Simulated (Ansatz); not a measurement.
# CH₃AlFNS: how energies converge with the basis set

The task here is to estimate one member of a computed series from the others.

Program: Ansatz 0.2.0, Gaussian basis. Level of theory: one geometry, several basis sets. These are calculated values, not measurements.

The runs, in order: PBE0-D4/def2-SVP; ωB97M-V/def2-SVP; PBE0-D4/def2-QZVPP; ωB97M-V/def2-QZVPP; the functionals' def2-TZVPP values are taken from earlier runs.

## The relaxed structure

All runs share one geometry, relaxed beforehand with PBE0-D4 in a triple-zeta def2 set.

SMILES `F[C]1(S)[NH][AlH]1`, 8 atoms, charge 0, spin multiplicity 1.

Atoms are counted from 1 here; the program's logs count them from 0.

Bond lengths: F1–C2 1.391 Å, C2–S3 1.805 Å, C2–N4 1.435 Å, C2–Al5 1.926 Å, S3–H6 1.343 Å, N4–Al5 1.744 Å, N4–H7 1.011 Å, Al5–H8 1.569 Å. Angles: F1–C2–S3 108.3°, F1–C2–N4 113.5°, F1–C2–Al5 122.2°, S3–C2–N4 112.6°, S3–C2–Al5 127.7°, N4–C2–Al5 60.4°, C2–S3–H6 96.6°, C2–N4–Al5 73.9°, C2–N4–H7 120.8°, Al5–N4–H7 164.9°, C2–Al5–N4 45.7°, C2–Al5–H8 169.9°, N4–Al5–H8 144.4°.

The first run:

in.yaml

```yaml
crystal:
  periodic: [false, false, false]
  atoms:
    - {symbol: F, position_ang: [-1.104719, 0.864431, 1.054134]}
    - {symbol: C, position_ang: [-0.092107, 0.238393, 0.333748]}
    - {symbol: S, position_ang: [1.476561, 1.017065, 0.769566]}
    - {symbol: N, position_ang: [-0.325463, 0.220562, -1.081886]}
    - {symbol: Al, position_ang: [-0.361610, -1.443929, -0.564186]}
    - {symbol: H, position_ang: [1.342586, 0.898403, 2.100125]}
    - {symbol: H, position_ang: [-0.294223, 1.073925, -1.622927]}
    - {symbol: H, position_ang: [-0.548725, -2.925850, -1.044374]}
basis:
  gaussian: {orbitals: def2-SVP}
hamiltonian: {xc: pbe0, dispersion: d4}
output: {orbitals: {seedname: orbitals}}
```

Started as:

```bash
> ansatz run in.yaml --threads 2 --pin off --events-out ev --progress --plain --max-ram 4352MiB
```

Steps of the session up to this table: PBE0-D4 in def2-SVP; ωB97M-V in def2-SVP; PBE0-D4 in def2-QZVPP; ωB97M-V in def2-QZVPP.

One of the session's tables, all rows but one given; the rest of the session is left out.

It belongs to the step «Functionals by basis». 

```
functional       basis  HOMO (eV)
   PBE0-D4    def2-SVP      -6.15
   PBE0-D4  def2-TZVPP      -6.30
   PBE0-D4  def2-QZVPP      -6.34
   ωB97M-V    def2-SVP          ?
   ωB97M-V  def2-TZVPP      -8.41
   ωB97M-V  def2-QZVPP      -8.47
```

Q: Estimate the row for ωB97M-V, def2-SVP from the others.

The run gave: HOMO (eV): -8.23. In the column «HOMO (eV)» it lies between ωB97M-V, def2-TZVPP (-8.41) and PBE0-D4, def2-QZVPP (-6.34).
